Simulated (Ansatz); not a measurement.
# GaH6OP: the cost of one run

All numbers below are computed with Ansatz 0.2.0 (RKS CAM-B3LYP/def2-SVP).

## 1. Starting point

Bond lengths: Ga1–O3 1.790 Å, O3–H4 1.010 Å, Ga1–H5 1.570 Å, Ga1–P6 2.590 Å, P6–H7 1.420 Å, P6–H8 1.420 Å. Angles: Ga1–O3–H4 109.5°, O3–Ga1–H5 120.0°, O3–Ga1–P6 96.8°, H5–Ga1–P6 101.3°, Ga1–P6–H7 109.5°, Ga1–P6–H8 109.5°, H7–P6–H8 109.4°.

As a file:

```xyz
9

Ga    0.0000    0.0000    0.0000
H     0.0000    0.0000    1.9200
O     1.5501    0.0000   -0.8950
H     1.8500   -0.9519   -1.0499
H    -1.3596    0.0000   -0.7850
P     0.1161    2.4551    0.8167
H     0.6765    2.4949    2.1208
H     0.9275    3.2117   -0.0697
H     0.0463    0.9790    1.9729
```

## 2. Pulling towards end A

Springs on the bonds that form and break draw the guess towards this end; the thresholds are loose.

input.yaml

```yaml
crystal:
  periodic: [false, false, false]
  atoms:
    - { symbol: Ga, position_ang: [0.0, 0.0, 0.0] }
    - { symbol: H, position_ang: [0.0, 0.0, 1.92] }
    - { symbol: O, position_ang: [1.5501, 0.0, -0.895] }
    - { symbol: H, position_ang: [1.85, -0.9519, -1.0499] }
    - { symbol: H, position_ang: [-1.3596, 0.0, -0.785] }
    - { symbol: P, position_ang: [0.1161, 2.4551, 0.8167] }
    - { symbol: H, position_ang: [0.6765, 2.4949, 2.1208] }
    - { symbol: H, position_ang: [0.9275, 3.2117, -0.0697] }
    - { symbol: H, position_ang: [0.0463, 0.979, 1.9729] }
basis:
  gaussian: { orbitals: def2-SVP }
hamiltonian:
  xc: cam_b3lyp
relax:
  f_tol: 0.15
  max_steps: 25
  restrain:
    - { distance: [0, 5], at: 3.49, k: 30.0 }
    - { distance: [8, 1], at: 1.86, k: 30.0 }
    - { distance: [0, 1], at: 1.57, k: 30.0 }
    - { distance: [8, 5], at: 1.42, k: 30.0 }
output:
  orbitals: {}
```

On the command line:

```
ansatz run input.yaml --threads 4 --pin off --max-ram 5120MiB --backend cpu --events-out ev --progress --plain --runs-dir out
```

Q: Estimate wall time and peak memory on 4 threads of Arm Neoverse V1, shared host.

About 27 s, with a peak of 0.24 GiB.
